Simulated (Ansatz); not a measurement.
# CH₈BClSi₂: a ladder of functionals and wavefunction methods

One table from this session's results is given with a row withheld; the runs are named, their logs left out.

The runs use Ansatz 0.2.0, Gaussian basis; functionals in def2-TZVPP, the program's frozen cores in correlated methods.

The runs, in order: PBE-D4, r2SCAN-D4, PBE0-D4, B3LYP-D4, ωB97X-V, ωB97M-V, B2PLYP; CCSD(T)/def2-TZVPP; MP2/def2-QZVPP; extrapolation to the limit.

## The geometry

The geometry comes from an earlier relaxation with PBE0-D4 in a triple-zeta def2 set; it is a stationary point, not always the lowest conformer.

SMILES `B[SiH2][SiH](C)Cl`, 13 atoms, charge 0, spin multiplicity 1.

Atoms are counted from 1 here; the program's logs count them from 0.

Bond lengths: B1–Si2 2.028 Å, B1–H6 1.195 Å, B1–H7 1.197 Å, Si2–Si3 2.323 Å, Si2–H8 1.490 Å, Si2–H9 1.489 Å, Si3–C4 1.861 Å, Si3–Cl5 2.157 Å, Si3–H10 1.487 Å, C4–H11 1.092 Å, C4–H12 1.094 Å, C4–H13 1.091 Å. Angles: Si2–B1–H6 120.7°, Si2–B1–H7 116.6°, H6–B1–H7 118.0°, B1–Si2–Si3 87.0°, B1–Si2–H8 118.4°, B1–Si2–H9 117.8°, Si3–Si2–H8 112.8°, Si3–Si2–H9 110.5°, H8–Si2–H9 108.7°, Si2–Si3–C4 118.8°, Si2–Si3–Cl5 88.5°, Si2–Si3–H10 122.9°, C4–Si3–Cl5 106.5°, C4–Si3–H10 110.3°, Cl5–Si3–H10 104.4°, Si3–C4–H11 111.1°, Si3–C4–H12 109.4°, Si3–C4–H13 110.7° and more.

As a file:

```
B    -0.08683    1.82089    1.05827
Si   -1.48020    0.82521   -0.02865
Si    0.27931   -0.37933   -0.95036
C     0.80296   -1.96860   -0.13571
Cl    1.62539    1.14772   -0.23624
H     0.04388    3.00364    0.94751
H     0.25578    1.31085    2.08595
H    -2.45565   -0.03925    0.69294
H    -2.20545    1.58127   -1.08673
H     0.53562   -0.44194   -2.41426
H     1.83254   -2.22321   -0.39605
H     0.15152   -2.78052   -0.47207
H     0.72172   -1.89154    0.95000
```

Set-up of the first run:

Input file in.yaml:

```yaml
crystal:
  periodic: [false, false, false]
  atoms:
    - {symbol: B, position_ang: [-0.086831, 1.820895, 1.058271]}
    - {symbol: Si, position_ang: [-1.480196, 0.825208, -0.028652]}
    - {symbol: Si, position_ang: [0.279312, -0.379325, -0.950356]}
    - {symbol: C, position_ang: [0.802963, -1.968595, -0.135710]}
    - {symbol: Cl, position_ang: [1.625386, 1.147719, -0.236243]}
    - {symbol: H, position_ang: [0.043883, 3.003641, 0.947508]}
    - {symbol: H, position_ang: [0.255783, 1.310845, 2.085953]}
    - {symbol: H, position_ang: [-2.455652, -0.039250, 0.692939]}
    - {symbol: H, position_ang: [-2.205445, 1.581275, -1.086728]}
    - {symbol: H, position_ang: [0.535624, -0.441944, -2.414257]}
    - {symbol: H, position_ang: [1.832538, -2.223207, -0.396054]}
    - {symbol: H, position_ang: [0.151516, -2.780517, -0.472071]}
    - {symbol: H, position_ang: [0.721722, -1.891544, 0.950000]}
basis:
  gaussian: {orbitals: def2-TZVPP}
hamiltonian: {xc: pbe, dispersion: d4}
output: {forces: true, orbitals: {seedname: orbitals}}
```

Started as:

```bash
> ansatz run in.yaml --threads 4 --pin off --events-out ev --progress --plain --max-ram 10444MiB
```

Steps of the session up to this table: PBE-D4 (GGA); r2SCAN-D4 (meta-GGA); PBE0-D4 (hybrid); B3LYP-D4 (hybrid); ωB97X-V (range-separated); ωB97M-V (range-separated); B2PLYP (double hybrid); CCSD(T) in def2-TZVPP; MP2 in def2-QZVPP.

One table of the session follows, with a row left open; its other results are not shown here.

| method | atomisation energy (kcal/mol) |
| --- | --- |
| PBE-D4 | 1027.7 |
| r2SCAN-D4 | 1027.6 |
| PBE0-D4 | 1022.7 |
| B3LYP-D4 | 1020.4 |
| ωB97X-V | 1028.1 |
| ωB97M-V | 1025.2 |
| B2PLYP | 1006.2 |
| HF/def2-TZVPP | ? |
| MP2/def2-TZVPP | 1000.0 |
| CCSD/def2-TZVPP | 983.2 |
| CCSD(T)/def2-TZVPP | 995.3 |
| MP2/CBS | 1024.6 |
| CCSD(T)/CBS | 1019.9 |

Q: Estimate the row for HF/def2-TZVPP from the others.

The run gave: atomisation energy (kcal/mol): 780.7. In the column «atomisation energy (kcal/mol)» it is the lowest.

To keep in mind: Free atoms (1 B, 2 Si, 1 C, 1 Cl, 8 H) were run apart at each level; the atomisation energy is their sum less the molecule, without zero-point or spin-orbit terms.
